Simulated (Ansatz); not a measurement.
# GeH4: the cost of one run

Method: RKS PBE-D4/def2-SVPD, in Ansatz 0.2.0.

## (1) Starting point

Bond lengths: Ge1–H2 1.750 Å, Ge1–H3 1.750 Å, Ge1–H4 1.549 Å, Ge1–H5 1.549 Å. Angles: H2–Ge1–H3 33.5°, H2–Ge1–H4 123.5°, H2–Ge1–H5 123.5°, H3–Ge1–H4 123.6°, H3–Ge1–H5 123.6°, H4–Ge1–H5 109.5°.

As a file:

```xyz
5

Ge    0.0000    0.0000    0.0000
H     1.0763    0.0000    1.3798
H     1.6596    0.0000    0.5553
H    -0.7300    1.2648   -0.5162
H    -0.7300   -1.2648   -0.5162
```

## (2) Pulling towards end A

Springs on the bonds that form and break draw the guess towards this end; the thresholds are loose.

Input file input.yaml:

```yaml
crystal:
  periodic: [false, false, false]
  atoms:
    - { symbol: Ge, position_ang: [0.0, 0.0, 0.0] }
    - { symbol: H, position_ang: [1.0763, 0.0, 1.3798] }
    - { symbol: H, position_ang: [1.6596, 0.0, 0.5553] }
    - { symbol: H, position_ang: [-0.73, 1.2648, -0.5162] }
    - { symbol: H, position_ang: [-0.73, -1.2648, -0.5162] }
basis:
  gaussian: { orbitals: def2-SVPD }
hamiltonian:
  xc: pbe
  dispersion: d4
relax:
  f_tol: 0.15
  max_steps: 25
  restrain:
    - { distance: [1, 2], at: 1.86, k: 30.0 }
    - { distance: [0, 1], at: 1.55, k: 30.0 }
    - { distance: [0, 2], at: 1.55, k: 30.0 }
```

Run with:

```sh
ansatz run input.yaml --threads 1 --pin off --max-ram 2048MiB --backend cpu --events-out ev --progress --plain --runs-dir out
```

What time and memory should one allow on 1 thread of Arm Neoverse V1, shared host?

About 8.8 s, with a peak of 0.11 GiB.
